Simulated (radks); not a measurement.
# Rh⁵⁺ in [Ar] 3d10 4s2 4p5.5 4d4 4f0.5: an all-electron calculation

An exercise on one series of results from a longer session: the logs are not shown, and one member is left open.

Method: Dirac Kohn-Sham, RPBE, spin-unpolarised, spherical densities, finite nucleus; open shells fill j = l - 1/2 first. Code: radks (a radial shooting solver on a logarithmic mesh, Libxc functionals) version 1.

## The system

| Item | Value |
| --- | --- |
| element | rhodium (Z = 45) |
| charge | +5 |
| electrons | 40 |
| configuration | [Ar] 3d10 4s2 4p5.5 4d4 4f0.5 |
| nuclear rms radius | 4.4945 fm |

Set-up of the first run:

Input:

```text
Z 45
configuration [Ar] 3d10 4s2 4p5.5 4d4 4f0.5
relativity Dirac
functional rpbe,pbe
spin unpolarised
j_filling energy
nucleus finite rms 4.4945 fm
c 137.035999084
```

Launch:

```bash
$ python run_ks.py task.json out
```

All runs below come from this command, one after another.

One of the session's tables, all rows but one given; the rest of the session is left out.

It belongs to the step «Orbitals and density». From the orbitals of this run (lengths in bohr):

```
level      <r>  outermost maximum (interpolated)  90 % within  nodes
1s1/2  0.03262                            0.0212       0.0585      0
2s1/2   0.1415                             0.120        0.219      1
2p1/2   0.1203                            0.0929        0.197      0
2p3/2   0.1252                            0.0970        0.204      0
3s1/2   0.3900                             0.351        0.575      2
3p1/2   0.3826                             0.338        0.577      1
3p3/2   0.3933                             0.348        0.593      1
3d3/2        ?                                 ?            ?      ?
3d5/2   0.3710                             0.292        0.589      0
4s1/2   0.9555                             0.874         1.38      3
4p1/2    1.016                             0.914         1.48      2
4p3/2    1.040                             0.936         1.52      2
4d3/2    1.233                              1.06         1.86      1
4d5/2    1.242                              1.06         1.87      1
4f5/2    2.160                              1.75         3.42      0
4f7/2    2.162                              1.75         3.42      0
```

**Question.** Estimate the row for 3d3/2.

**Answer.** <r>: 0.3676; outermost maximum (interpolated): 0.290; 90 % within: 0.584; nodes: 0. In the column «<r>» it lies between 2s1/2 (0.1415) and 3d5/2 (0.3710).
